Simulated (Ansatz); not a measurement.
# WSi (singlet): wave-function methods side by side, def2-TZVPP

How much of the correlation energy of WSi (singlet) does each wave-function method recover here?

The runs use Ansatz 0.2.0, Gaussian basis; def2-TZVPP, core rule «outside noble gas», up to 9 orbitals frozen.

Plan: UHF; CCSD(T) on RHF; CCSD(T) on UHF; CCSDT(Q) on RHF; CCSDT(Q) on UHF; CASSCF and MRCISD+Q, 10 electrons in 10 orbitals; CASSCF and NEVPT2, 10 electrons in 10 orbitals.

8 further runs of the same task are left out: 4 for a known fault of the program, 4 set aside as unsound or not needed.

### 1 What is computed

The geometry is a PBE0/def2-TZVP stationary point (not a proven minimum). No spin-orbit coupling is included. Elements past krypton take def2 core potentials.

2 atoms, charge 0, spin multiplicity 1.

Atoms are counted from 1 here; the program's logs count them from 0.

Bond lengths: W1–Si2 2.160 Å.

Geometry (Å):

```
atom   x (Å)   y (Å)   z (Å)
  W1  0.0000  0.0000  0.0000
 Si2  0.0000  0.0000  2.1604
```

In the tables R marks a restricted determinant and U an unrestricted one; 'valence' is the active space of 10 electrons in 10 orbitals; energies count from the table's Hartree-Fock row.

### 2 UHF

File in.yaml:

```yaml
crystal:
  periodic: [false, false, false]
  atoms:
    - {symbol: W, position_ang: [0.000000, 0.000000, 0.000000]}
    - {symbol: Si, position_ang: [0.000000, 0.000000, 2.160414]}
basis:
  gaussian: {orbitals: def2-TZVPP}
magnetization: {spin_polarized: true, initial_magnetization: 0}
hamiltonian: {xc: hf}
output: {orbitals: {seedname: orbitals}}
```

Run with:

```
> ansatz run in.yaml --threads 1 --pin off --events-out ev --progress --plain --max-ram 4096MiB --backend cpu
```

The program printed, shortened:

```text
Functional definition: HF
  name "HF"
  cite "Fock, Z. Phys. 61, 126 (1930) doi:10.1007/BF01340294"
  parent pbe
[...]
855 factors; their error is unknown
[...]
mean field -9664.35179614 eV, -355.1583777753 hartree, gradient 7.8e-6 eV, S^2 2.459974; 17 other end points of the search recorded, 0 dependent functions left out
reference -9664.35179614 eV, -355.1583777753 hartree; 14, 14 occupied and 84, 84 virtual orbitals, 855 factors
Total energy: -9664.35179614 eV, -355.1583777753 hartree
```

Wall time 31 s (1 thread of AMD EPYC 7R13, shared host); peak memory 0.25 GiB.

From the report: ⟨S²⟩ of the determinant 2.460 (pure singlet: 0.00). The determinant is far from a pure spin state, so its energy mixes those of several spin states (harmless only where they are near-degenerate, as at dissociation).

The unrestricted solution breaks the spin symmetry, so the restricted determinant is unstable here.

### 3 CCSD(T) on RHF

File in.yaml:

```yaml
crystal:
  periodic: [false, false, false]
  atoms:
    - {symbol: W, position_ang: [0.000000, 0.000000, 0.000000]}
    - {symbol: Si, position_ang: [0.000000, 0.000000, 2.160414]}
basis:
  gaussian: {orbitals: def2-TZVPP}
magnetization: {spin_polarized: false}
correlation: {method: ccsd_t, electrons: outside_noble_gas}
```

Launched as before.

The program printed, shortened:

```text
Functional definition: HF
  name "HF"
  cite "Fock, Z. Phys. 61, 126 (1930) doi:10.1007/BF01340294"
  parent pbe
[...]
620 factors; integrals over basis functions are off by at most 9.3e-4 eV
[...]
mean field -9662.62835314 eV, -355.0950424133 hartree, gradient 4.8e-6 eV, S^2 0.000000; 16 other end points of the search recorded, 0 dependent functions left out; unrestricted orbitals would lower it
[...]
determinant -9662.62835314 eV, -355.0950424133 hartree, with singles and doubles -9671.38385235 eV, -355.4168010744 hartree
determinant -9662.12702843 eV, -355.0766190698 hartree, with singles and doubles -9670.64294242 eV, -355.3895731367 hartree
determinant -9662.03118154 eV, -355.0730967616 hartree, with singles and doubles -9670.46874638 eV, -355.3831715503 hartree
determinant -9661.27965078 eV, -355.0454785158 hartree, with singles and doubles -9669.09734644 eV, -355.3327735321 hartree
determinant -9661.19030483 eV, -355.0421951125 hartree, with singles and doubles -9669.07504504 eV, -355.3319539707 hartree
[...]
unrestricted determinant -9664.35198341 eV, -355.1583846572 hartree, S^2 2.4600
9 core orbitals not correlated: weight in the atoms' cores, before any rotation towards them, 0.998 or more for the frozen orbitals, at most 0.001 for the correlated occupied ones
reference -9662.62835314 eV, -355.0950424133 hartree; 5, 5 occupied and 84, 84 virtual orbitals, 620 factors
second order -8.96047628 eV of doubles, -0.00000000 eV of singles
cycle   1  -8.56990937 eV  change   -2.7e-1 eV  update   3.4e-2
[...]
cycle  13  -8.64038629 eV  change   -9.2e-6 eV  update   1.0e-5
perturbative correction -0.95120273 eV, -0.0349560557 hartree
WARN: the results are in doubt because among natural orbitals full CI differs from the method by -0.092 eV
Total energy: -9672.21994217 eV, -355.4475268085 hartree
In doubt: among natural orbitals full CI differs from the method by -0.092 eV
```

Run time: 32 s. Hardware: 1 thread of AMD EPYC 7R13, shared host; peak memory 0.27 GiB.

From the report: correlation -9.5916 eV; T1 0.036; largest double amplitude 0.11. The program marks this result as in doubt; its last lines say why.

### 4 CCSD(T) on UHF

in.yaml: that of step 3 with these lines changed.

```diff
@@ -7,3 +7,3 @@
   gaussian: {orbitals: def2-TZVPP}
-magnetization: {spin_polarized: false}
+magnetization: {spin_polarized: true, initial_magnetization: 0}
 correlation: {method: ccsd_t, electrons: outside_noble_gas}
```

Run with:

```
> ansatz run in.yaml --threads 2 --pin off --events-out ev --progress --plain --max-ram 24576MiB --backend cuda --devices 0, --max-vram 18GiB
```

The program printed, shortened:

```text
Functional definition: HF
  name "HF"
  cite "Fock, Z. Phys. 61, 126 (1930) doi:10.1007/BF01340294"
  parent pbe
[...]
620 factors; integrals over basis functions are off by at most 9.3e-4 eV
[...]
mean field -9664.35198341 eV, -355.1583846573 hartree, gradient 2.7e-6 eV, S^2 2.459972; 62 other end points of the search recorded, 0 dependent functions left out
determinant -9664.35198341 eV, -355.1583846573 hartree, with singles and doubles -9671.63890830 eV, -355.4261742076 hartree
determinant -9664.34651821 eV, -355.1581838150 hartree, with singles and doubles -9671.10304464 eV, -355.4064815815 hartree
determinant -9664.27290302 eV, -355.1554785064 hartree, with singles and doubles -9671.30241388 eV, -355.4138082658 hartree
determinant -9664.06197504 eV, -355.1477270464 hartree, with singles and doubles -9671.15101844 eV, -355.4082445861 hartree
[...]
determinant -9663.30000828 eV, -355.1197252843 hartree, with singles and doubles -9671.03445470 eV, -355.4039609475 hartree
determinant -9663.20309520 eV, -355.1161637942 hartree, with singles and doubles -9671.03473979 eV, -355.4039714243 hartree
determinant -9662.62835314 eV, -355.0950424133 hartree, with singles and doubles -9671.37225152 eV, -355.4163747516 hartree
9 core orbitals not correlated: weight in the atoms' cores, before any rotation towards them, 0.998 or more for the frozen orbitals, at most 0.001 for the correlated occupied ones
reference -9664.35198341 eV, -355.1583846573 hartree; 5, 5 occupied and 84, 84 virtual orbitals, 620 factors
second order -6.01540715 eV of doubles, -0.00000000 eV of singles
cycle   1  -7.32531417 eV  change    8.8e-7 eV  update   7.3e-6
perturbative correction -0.68223658 eV, -0.0250717318 hartree
WARN: the results are in doubt because among natural orbitals the method converges to other amplitudes
Total energy: -9672.35953416 eV, -355.4526567197 hartree
In doubt: among natural orbitals the method converges to other amplitudes
```

Run time: 69 s. Hardware: 1 × H100 (card shared with other runs) with 2 threads of AMD EPYC 7R13, shared host; peak host memory 0.84 GiB.

From the report: ⟨S²⟩ of the determinant 2.460 (pure singlet: 0.00); correlation -8.0076 eV; T1 0.134; largest double amplitude 0.08. The determinant is far from a pure spin state, so its energy mixes those of several spin states (harmless only where they are near-degenerate, as at dissociation). The program marks this result as in doubt; its last lines say why.

### 5 CCSDT(Q) on RHF

File in.yaml:

```yaml
crystal:
  periodic: [false, false, false]
  atoms:
    - {symbol: W, position_ang: [0.000000, 0.000000, 0.000000]}
    - {symbol: Si, position_ang: [0.000000, 0.000000, 2.160414]}
basis:
  gaussian: {orbitals: def2-TZVPP}
magnetization: {spin_polarized: false}
correlation: {method: ccsdt_q, electrons: outside_noble_gas}
```

Launched as before.

The program printed, shortened:

```text
Functional definition: HF
  name "HF"
  cite "Fock, Z. Phys. 61, 126 (1930) doi:10.1007/BF01340294"
  parent pbe
[...]
1148 factors; integrals over basis functions are off by at most 1.6e-7 eV
[...]
mean field -9662.62835943 eV, -355.0950426443 hartree, gradient 3.9e-6 eV, S^2 0.000000; 16 other end points of the search recorded, 0 dependent functions left out; unrestricted orbitals would lower it
determinant -9662.62835943 eV, -355.0950426443 hartree, with singles and doubles -9671.38385776 eV, -355.4168012734 hartree
determinant -9662.12703382 eV, -355.0766192678 hartree, with singles and doubles -9670.64294816 eV, -355.3895733476 hartree
determinant -9662.03118699 eV, -355.0730969618 hartree, with singles and doubles -9670.46875175 eV, -355.3831717477 hartree
determinant -9661.27965780 eV, -355.0454787738 hartree, with singles and doubles -9669.09735542 eV, -355.3327738621 hartree
determinant -9661.19031200 eV, -355.0421953761 hartree, with singles and doubles -9669.07505374 eV, -355.3319542906 hartree
[...]
unrestricted determinant -9664.35199078 eV, -355.1583849280 hartree, S^2 2.4600
9 core orbitals not correlated: weight in the atoms' cores, before any rotation towards them, 0.998 or more for the frozen orbitals, at most 0.001 for the correlated occupied ones
reference -9662.62835943 eV, -355.0950426443 hartree; 5, 5 occupied and 84, 84 virtual orbitals, 1148 factors
second order -8.96048448 eV of doubles, -0.00000000 eV of singles
cycle   1  -7.80522384 eV  change     1.2e0 eV  update   2.1e-1
[...]
cycle  28  -9.62944689 eV  change    4.8e-7 eV  update   5.2e-7
perturbative correction -0.21638039 eV, -0.0079518326 hartree
Total energy: -9672.47418671 eV, -355.4568701231 hartree
```

It took 47 s on 1 × H100 (card shared with other runs) with 2 threads of AMD EPYC 7R13, shared host; peak host memory 0.96 GiB.

From the report: correlation -9.8458 eV; T1 0.039; largest double amplitude 0.21.

### 6 CCSDT(Q) on UHF

in.yaml: that of step 5 with these lines changed.

```diff
@@ -7,3 +7,3 @@
   gaussian: {orbitals: def2-TZVPP}
-magnetization: {spin_polarized: false}
+magnetization: {spin_polarized: true, initial_magnetization: 0}
 correlation: {method: ccsdt_q, electrons: outside_noble_gas}
```

The command is unchanged.

The program printed, shortened:

```text
Functional definition: HF
  name "HF"
  cite "Fock, Z. Phys. 61, 126 (1930) doi:10.1007/BF01340294"
  parent pbe
[...]
1148 factors; integrals over basis functions are off by at most 1.6e-7 eV
[...]
mean field -9664.35199078 eV, -355.1583849283 hartree, gradient 1.9e-6 eV, S^2 2.459972; 60 other end points of the search recorded, 0 dependent functions left out
determinant -9664.35199078 eV, -355.1583849283 hartree, with singles and doubles -9671.63858417 eV, -355.4261622963 hartree
determinant -9664.34652626 eV, -355.1581841106 hartree, with singles and doubles -9671.10281285 eV, -355.4064730634 hartree
determinant -9664.27291057 eV, -355.1554787840 hartree, with singles and doubles -9671.30225632 eV, -355.4138024756 hartree
determinant -9664.06198291 eV, -355.1477273353 hartree, with singles and doubles -9671.15088894 eV, -355.4082398269 hartree
[...]
determinant -9663.20310298 eV, -355.1161640804 hartree, with singles and doubles -9671.03473714 eV, -355.4039713271 hartree
determinant -9662.62835943 eV, -355.0950426443 hartree, with singles and doubles -9671.37203782 eV, -355.4163668984 hartree
9 core orbitals not correlated: weight in the atoms' cores, before any rotation towards them, 0.998 or more for the frozen orbitals, at most 0.001 for the correlated occupied ones
reference -9664.35199078 eV, -355.1583849283 hartree; 5, 5 occupied and 84, 84 virtual orbitals, 1148 factors
second order -6.01540605 eV of doubles, -0.00000000 eV of singles
cycle   1  -6.15883869 eV  change   -1.4e-1 eV  update   1.7e-1
[...]
cycle  55  -8.15477195 eV  change   -8.0e-8 eV  update   2.6e-7
perturbative correction -0.15346973 eV, -0.0056399086 hartree
WARN: the results are in doubt because among natural orbitals the method converges to other amplitudes
Total energy: -9672.66023247 eV, -355.4637071785 hartree
In doubt: among natural orbitals the method converges to other amplitudes
```

Run time: 1.7 min. Hardware: 1 × H100 (card shared with other runs) with 2 threads of AMD EPYC 7R13, shared host; peak host memory 0.98 GiB.

From the report: ⟨S²⟩ of the determinant 2.460 (pure singlet: 0.00); correlation -8.3082 eV; T1 0.153; largest double amplitude 0.14. The determinant is far from a pure spin state, so its energy mixes those of several spin states (harmless only where they are near-degenerate, as at dissociation). Mind the lines of doubt at the end of the log.

### 7 CASSCF and MRCISD+Q, 10 electrons in 10 orbitals

File in.yaml:

```yaml
crystal:
  periodic: [false, false, false]
  atoms:
    - {symbol: W, position_ang: [0.000000, 0.000000, 0.000000]}
    - {symbol: Si, position_ang: [0.000000, 0.000000, 2.160414]}
basis:
  gaussian: {orbitals: def2-TZVPP}
correlation: {method: fic_mrcisd_q, electrons: outside_noble_gas, active_space: {window: {electrons: 10, orbitals: 10}, shells: [{species: Si, l: s, shell: 3}, {species: Si, l: p, shell: 3}, {species: W, l: s, shell: 6}, {species: W, l: d, shell: 5}]}}
```

Same command.

The program printed, shortened:

```text
Functional definition: HF
  name "HF"
  cite "Fock, Z. Phys. 61, 126 (1930) doi:10.1007/BF01340294"
  parent pbe
[...]
1148 factors; integrals over basis functions are off by at most 1.6e-7 eV
[...]
mean field -9662.62835943 eV, -355.0950426443 hartree, gradient 3.9e-6 eV, S^2 0.000000; 15 other end points of the search recorded, 0 dependent functions left out; unrestricted orbitals would lower it
reference -9662.62835943 eV, -355.0950426443 hartree; 14, 14 occupied and 84, 84 virtual orbitals, 1148 factors
state -9666.63701388 eV, -355.2423579782 hartree
contracted CI cycle   1: correlation 0.00000000 eV, 0.0000000000 hartree, residual 1.81e1 eV
contracted CI cycle   2: correlation -4.86974503 eV, -0.1789598290 hartree, residual 3.47e0 eV
contracted CI cycle   3: correlation -5.09421952 eV, -0.1872091142 hartree, residual 9.11e-1 eV
contracted CI cycle   4: correlation -5.10997887 eV, -0.1877882597 hartree, residual 2.71e-1 eV
contracted CI cycle   5: correlation -5.11136548 eV, -0.1878392166 hartree, residual 8.61e-2 eV
contracted CI cycle   6: correlation -5.11150947 eV, -0.1878445082 hartree, residual 3.14e-2 eV
contracted CI cycle   7: correlation -5.11152672 eV, -0.1878451422 hartree, residual 1.01e-2 eV
contracted CI cycle   8: correlation -5.11152842 eV, -0.1878452046 hartree, residual 3.03e-3 eV
contracted CI cycle   9: correlation -5.11152858 eV, -0.1878452104 hartree, residual 8.94e-4 eV
state -9666.63701388 eV, -355.2423579782 hartree; corrected -9672.31281038 eV, -355.4509396525 hartree
Total energy: -9672.31281038 eV, -355.4509396525 hartree
Checks for a lower state left out: starts, orbital_swaps
```

Run time: 39 s. Hardware: 1 × H100 (card shared with other runs) with 2 threads of AMD EPYC 7R13, shared host; peak host memory 0.9 GiB.

From the report: 15,912 determinants; active occupations 1.99, 1.93, 1.88, 1.88, 1.39, 0.33, 0.33, 0.10, 0.10, 0.08.

### 8 CASSCF and NEVPT2, 10 electrons in 10 orbitals

File in.yaml:

```yaml
crystal:
  periodic: [false, false, false]
  atoms:
    - {symbol: W, position_ang: [0.000000, 0.000000, 0.000000]}
    - {symbol: Si, position_ang: [0.000000, 0.000000, 2.160414]}
basis:
  gaussian: {orbitals: def2-TZVPP}
correlation: {method: sc_nevpt2, electrons: outside_noble_gas, active_space: {window: {electrons: 10, orbitals: 10}, shells: [{species: Si, l: s, shell: 3}, {species: Si, l: p, shell: 3}, {species: W, l: s, shell: 6}, {species: W, l: d, shell: 5}]}}
```

Same command.

The program printed, shortened:

```text
Functional definition: HF
  name "HF"
  cite "Fock, Z. Phys. 61, 126 (1930) doi:10.1007/BF01340294"
  parent pbe
[...]
1148 factors; integrals over basis functions are off by at most 1.6e-7 eV
[...]
mean field -9662.62835943 eV, -355.0950426443 hartree, gradient 3.9e-6 eV, S^2 0.000000; 15 other end points of the search recorded, 0 dependent functions left out; unrestricted orbitals would lower it
reference -9662.62835943 eV, -355.0950426443 hartree; 14, 14 occupied and 84, 84 virtual orbitals, 1148 factors
state -9666.63701388 eV, -355.2423579782 hartree
state -9666.63701388 eV, -355.2423579782 hartree; corrected -9671.27832294 eV, -355.4129229401 hartree
Total energy: -9671.27832294 eV, -355.4129229401 hartree
Checks for a lower state left out: starts, orbital_swaps
```

It took 38 s on 1 × H100 (card shared with other runs) with 2 threads of AMD EPYC 7R13, shared host; peak host memory 0.81 GiB.

From the report: 15,912 determinants; active occupations 1.99, 1.93, 1.88, 1.88, 1.39, 0.33, 0.33, 0.10, 0.10, 0.08.

### 9 Natural occupations

Natural occupations of the CASSCF valence state about the gap (report; correlated orbitals 1 to 10): 1.988, 1.929, 1.879, 1.879, 1.394, 0.328, 0.328, 0.100, 0.100, 0.077. The count of effectively unpaired electrons, Σ n²(2 − n)², is 1.53; a single determinant of this spin has 0.

### 10 The ladder

No level here is safe as a reference; RCCSDT(Q) serves as a yardstick only. Rows without a time come out of other runs: HF, MP2 and CCSD of CCSD(T), CCSDT of CCSDT(Q), CASSCF and MRCISD of the multireference runs.

Differences are taken before rounding.

| method | energy from the lowest RHF (kJ/mol) | from RCCSDT(Q) (kJ/mol) | time |
| --- | --- | --- | --- |
| RHF | 0.0 | +950.0 |  |
| UHF | -166.3 | +783.7 |  |
| RMP2 | -864.6 | +85.4 |  |
| UMP2 | -746.7 | +203.3 |  |
| RCCSD | -833.7 | +116.3 |  |
| UCCSD | -873.1 | +76.9 |  |
| RCCSD(T) | -925.4 | +24.5 | 32 s |
| UCCSD(T) | -938.9 | +11.1 | 69 s (GPU) |
| RCCSDT | -929.1 | +20.9 |  |
| UCCSDT | -953.1 | -3.1 |  |
| RCCSDT(Q) | -950.0 | 0 | 47 s (GPU) |
| UCCSDT(Q) | -967.9 | -18.0 | 1.7 min (GPU) |
| CASSCF valence | -386.8 | +563.2 |  |
| NEVPT2 valence | -834.6 | +115.4 | 38 s (GPU) |
| MRCISD valence | -880.0 | +70.0 |  |
| MRCISD+Q valence | -934.4 | +15.6 | 39 s (GPU) |

Some runs used a GPU and others CPU threads alone; cost is compared among the GPU runs only.

Among the levels timed on like hardware and quicker than the yardstick, those that no quicker one beats, quickest first: NEVPT2 valence (38 s, +115.4 kJ/mol); MRCISD+Q valence (39 s, +15.6 kJ/mol).

The program flags RCCSD(T), UCCSD(T), UCCSDT(Q) as in doubt (see the logs), so those rows may rest on another solution; read them beside their warnings.

With the free atoms at the same levels and basis (separate runs), the atomisation energy is 2.614 eV at RCCSDT(Q), 2.402 eV at RCCSD(T), 2.542 eV at UCCSD(T), -2.107 eV at RHF.

### 11 What came out

| quantity | value |
| --- | --- |
| RCCSDT(Q) below the RHF energy | -9.8458 eV |
| RMP2 from RCCSDT(Q) | +85.4 kJ/mol |
| UMP2 from RCCSDT(Q) | +203.3 kJ/mol |
| RCCSD from RCCSDT(Q) | +116.3 kJ/mol |
| RCCSD(T) from RCCSDT(Q) | +24.5 kJ/mol |
| UCCSD(T) from RCCSDT(Q) | +11.1 kJ/mol |
| UCCSDT(Q) from RCCSDT(Q) | -18.0 kJ/mol |
| NEVPT2 valence from RCCSDT(Q) | +115.4 kJ/mol |
| MRCISD+Q valence from RCCSDT(Q) | +15.6 kJ/mol |
| T1 diagnostic | 0.036 |
| effectively unpaired electrons | 1.53 |

**Reading.** RCCSD(T) lands +24.5 kJ/mol from the yardstick (2.6 % of the correlation energy). CCSD(T) misses by +24.5 kJ/mol on the restricted determinant and by +11.1 kJ/mol on the unrestricted one; the two need not hold the same state or core. The occupations show strong static correlation (1.5 unpaired electrons where one determinant has 0). Warnings: restricted reference is unstable; spin contamination; large T1 diagnostic.
